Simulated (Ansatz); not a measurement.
# C₂Br₄: up Jacob's ladder to CCSD(T)

The task here is to estimate one member of a computed series from the others.

Method: functionals in def2-TZVPP, the program's frozen cores in correlated methods; program: Ansatz 0.2.0, Gaussian basis.

Levels to be run: LDA (SPW92), PBE-D4, revPBE-D4, BLYP-D4, r2SCAN-D4, B97M-V, PBE0-D4, B3LYP-D4, r2SCANh-D4, r2SCAN0-D4, HSE06-D4, BHLYP-D4, CAM-B3LYP-D4, LC-ωPBE, ωB97X-V, ωB97M-V, B2PLYP, PBE-QIDH; CCSD(T)/def2-SVP; CCSD(T)/def2-TZVPP; MP2/def2-QZVPP; extrapolation to the limit; RPA on PBE.

### The relaxed structure

The geometry comes from an earlier relaxation with PBE0-D4 in a triple-zeta def2 set; it is a stationary point.

SMILES `BrC(Br)=C(Br)Br`, 6 atoms, charge 0, spin multiplicity 1.

Atoms are counted from 1 here; the program's logs count them from 0.

Bond lengths: Br1–C2 1.868 Å, C2–Br3 1.868 Å, C2–C4 1.336 Å, C4–Br5 1.868 Å, C4–Br6 1.868 Å. Angles: Br1–C2–Br3 114.8°, Br1–C2–C4 122.6°, Br3–C2–C4 122.6°, C2–C4–Br5 122.6°, C2–C4–Br6 122.6°, Br5–C4–Br6 114.8°.

The first run:

The input, in.yaml:

```yaml
crystal:
  periodic: [false, false, false]
  atoms:
    - {symbol: Br, position_ang: [-1.097117, -1.837897, -0.836104]}
    - {symbol: C, position_ang: [-0.632701, -0.209306, -0.047952]}
    - {symbol: Br, position_ang: [-2.074536, 0.788665, 0.595738]}
    - {symbol: C, position_ang: [0.632705, 0.209308, 0.047950]}
    - {symbol: Br, position_ang: [2.074539, -0.788665, -0.595738]}
    - {symbol: Br, position_ang: [1.097120, 1.837896, 0.836105]}
basis:
  gaussian: {orbitals: def2-TZVPP}
hamiltonian: {xc: lda}
output: {orbitals: {seedname: orbitals}}
```

Launch:

```bash
> ansatz run in.yaml --threads 2 --pin off --events-out ev --progress --plain --max-ram 32768MiB --backend cpu
```

Among the steps run: LDA; PBE-D4 (GGA); revPBE-D4 (GGA); BLYP-D4 (GGA); r2SCAN-D4 (meta-GGA); B97M-V (meta-GGA); B3LYP-D4 (hybrid); r2SCANh-D4 (hybrid); r2SCAN0-D4 (hybrid); HSE06-D4 (hybrid); BHLYP-D4 (hybrid); CAM-B3LYP-D4 (range-separated); LC-ωPBE (range-separated); ωB97X-V (range-separated); ωB97M-V (range-separated); B2PLYP (double hybrid); PBE-QIDH (double hybrid).

One of the session's tables, all rows but one given; the rest of the session is left out.

It belongs to the step «Frontier levels by functional». 

```
  functional  HOMO (eV)  gap (eV)
 LDA (SPW92)          ?         ?
      PBE-D4      -6.09      4.00
   revPBE-D4      -6.03      4.03
     BLYP-D4      -5.92      3.98
   r2SCAN-D4      -6.34      4.43
      B97M-V      -6.39      4.60
     PBE0-D4      -7.22      6.05
    B3LYP-D4      -6.99      5.66
  r2SCANh-D4      -6.76      5.17
  r2SCAN0-D4      -7.38      6.27
    HSE06-D4      -6.83      5.29
    BHLYP-D4      -8.19      8.06
CAM-B3LYP-D4      -8.46      8.41
     LC-ωPBE      -9.77     10.73
     ωB97X-V      -9.42     10.36
     ωB97M-V      -9.29     10.20
```

Q: Estimate the row for LDA (SPW92) from the others.

The run gave: HOMO (eV): -6.28; gap (eV): 3.91. In the column «HOMO (eV)» it lies between r2SCAN-D4 (-6.34) and PBE-D4 (-6.09).
